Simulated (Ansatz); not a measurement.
# C₃H₆BN: a ladder of functionals and wavefunction methods

How much do the methods differ for C₃H₆BN? The plan is to run it at one geometry with functionals of several rungs and with coupled cluster. The yardstick is the atomisation energy at the CCSD(T) limit.

The runs use Ansatz 0.2.0, Gaussian basis; functionals in def2-TZVPP, the program's frozen cores in correlated methods.

Levels to be run: LDA (SPW92), PBE-D4, revPBE-D4, BLYP-D4, r2SCAN-D4, B97M-V, PBE0-D4, B3LYP-D4, r2SCANh-D4, r2SCAN0-D4, HSE06-D4, BHLYP-D4, CAM-B3LYP-D4, LC-ωPBE, ωB97X-V, ωB97M-V, B2PLYP, PBE-QIDH; CCSD(T)/def2-SVP; CCSD(T)/def2-TZVPP; MP2/def2-QZVPP; extrapolation to the limit; RPA on PBE.

## Step 1: Structure used throughout

An earlier PBE0-D4 in a triple-zeta def2 set relaxation fixed the geometry.

SMILES `NBC1C=C1`, 11 atoms, charge 0, spin multiplicity 1.

Atoms are counted from 1 here; the program's logs count them from 0.

Bond lengths: N1–B2 1.394 Å, N1–H6 1.005 Å, N1–H7 1.007 Å, B2–C3 1.552 Å, B2–H8 1.202 Å, C3–C4 1.524 Å, C3–C5 1.524 Å, C3–H9 1.097 Å, C4–C5 1.279 Å, C4–H10 1.076 Å, C5–H11 1.076 Å. Angles: B2–N1–H6 123.4°, B2–N1–H7 123.0°, H6–N1–H7 113.6°, N1–B2–C3 121.2°, N1–B2–H8 118.1°, C3–B2–H8 120.7°, B2–C3–C4 120.9°, B2–C3–C5 120.9°, B2–C3–H9 117.2°, C4–C3–C5 49.6°, C4–C3–H9 115.5°, C5–C3–H9 115.5°, C3–C4–C5 65.2°, C3–C4–H10 143.7°, C5–C4–H10 151.1°, C3–C5–C4 65.2°, C3–C5–H11 143.7°, C4–C5–H11 151.1°.

Geometry (Å):

| atom | x (Å) | y (Å) | z (Å) |
| --- | --- | --- | --- |
| N1 | -1.9045 | 0.6509 | 0.5248 |
| B2 | -0.5802 | 0.2447 | 0.6790 |
| C3 | 0.2889 | -0.1479 | -0.5454 |
| C4 | 1.8003 | 0.0490 | -0.5281 |
| C5 | 1.4162 | -1.1650 | -0.4120 |
| H6 | -2.4955 | 0.9118 | 1.2941 |
| H7 | -2.3592 | 0.7102 | -0.3714 |
| H8 | -0.1256 | 0.2058 | 1.7911 |
| H9 | -0.1833 | -0.0929 | -1.5342 |
| H10 | 2.5790 | 0.7894 | -0.5822 |
| H11 | 1.6293 | -2.2130 | -0.2953 |

## Step 2: LDA

This LDA is Slater exchange with PW92 correlation.

Contents of in.yaml:

```yaml
crystal:
  periodic: [false, false, false]
  atoms:
    - {symbol: N, position_ang: [-1.904544, 0.650887, 0.524801]}
    - {symbol: B, position_ang: [-0.580229, 0.244661, 0.679029]}
    - {symbol: C, position_ang: [0.288928, -0.147884, -0.545371]}
    - {symbol: C, position_ang: [1.800307, 0.048970, -0.528058]}
    - {symbol: C, position_ang: [1.416246, -1.164983, -0.412021]}
    - {symbol: H, position_ang: [-2.495533, 0.911844, 1.294134]}
    - {symbol: H, position_ang: [-2.359198, 0.710239, -0.371367]}
    - {symbol: H, position_ang: [-0.125603, 0.205795, 1.791059]}
    - {symbol: H, position_ang: [-0.183314, -0.092854, -1.534177]}
    - {symbol: H, position_ang: [2.578973, 0.789372, -0.582180]}
    - {symbol: H, position_ang: [1.629265, -2.213048, -0.295251]}
basis:
  gaussian: {orbitals: def2-TZVPP}
hamiltonian: {xc: lda}
output: {orbitals: {seedname: orbitals}}
```

On the command line:

```
$ ansatz run in.yaml --threads 2 --pin off --events-out ev --progress --plain --max-ram 4352MiB
```

Further steps of the session: PBE-D4 (GGA); revPBE-D4 (GGA); BLYP-D4 (GGA); r2SCAN-D4 (meta-GGA); B97M-V (meta-GGA); B3LYP-D4 (hybrid); r2SCANh-D4 (hybrid); r2SCAN0-D4 (hybrid); HSE06-D4 (hybrid); BHLYP-D4 (hybrid); CAM-B3LYP-D4 (range-separated); LC-ωPBE (range-separated); ωB97X-V (range-separated); ωB97M-V (range-separated); B2PLYP (double hybrid); PBE-QIDH (double hybrid); CCSD(T) in def2-SVP; CCSD(T) in def2-TZVPP; MP2 in def2-QZVPP; RPA on PBE orbitals.

Q: Predict the results of all the runs planned. Wanted: atomisation energy, CCSD(T)/CBS; farthest beyond LDA; mean size of error, GGA; mean size of error, meta-GGA; mean size of error, hybrid; mean size of error, range-separated; mean size of error, double hybrid; gap, smallest and largest; T1 diagnostic.

The runs gave:

| quantity | value |
| --- | --- |
| atomisation energy, CCSD(T)/CBS | 4467.0 kJ/mol |
| functionals within 22.3 kJ/mol (0.5 %) | r2SCANh-D4, B2PLYP, PBE-QIDH |
| farthest beyond LDA | PBE-D4 (+163.6 kJ/mol) |
| mean size of error, GGA | 81.1 kJ/mol |
| mean size of error, meta-GGA | 35.9 kJ/mol |
| mean size of error, hybrid | 55.1 kJ/mol |
| mean size of error, range-separated | 40.5 kJ/mol |
| mean size of error, double hybrid | 13.5 kJ/mol |
| gap, smallest and largest | 4.41 eV (LDA (SPW92)), 11.78 eV (LC-ωPBE) |
| T1 diagnostic | 0.0114 |
| triples share of the correlation energy | 4.4 % |

In words: LDA overbinds by 703.1 kJ/mol (16 %). PBE-D4 is off by +163.6 kJ/mol. Double hybrids carry the basis error of their MP2 part in triple zeta, and no dispersion term here, so their miss is partly the set-up's. By mean error the best rung here is double hybrid (13.5 kJ/mol) and the worst beyond LDA is GGA (81.1 kJ/mol). The reference freezes the cores and leaves out relativity and excitations past (T), so misses under about 22.3 kJ/mol can't be ranked. Hartree-Fock recovers 73 % of the binding; the rest is correlation. CCSD(T) in def2-SVP is off by -190.4 kJ/mol, so the small basis spoils what the method gains. Orbital gaps span 4.4 to 11.8 eV; exact exchange widens them.
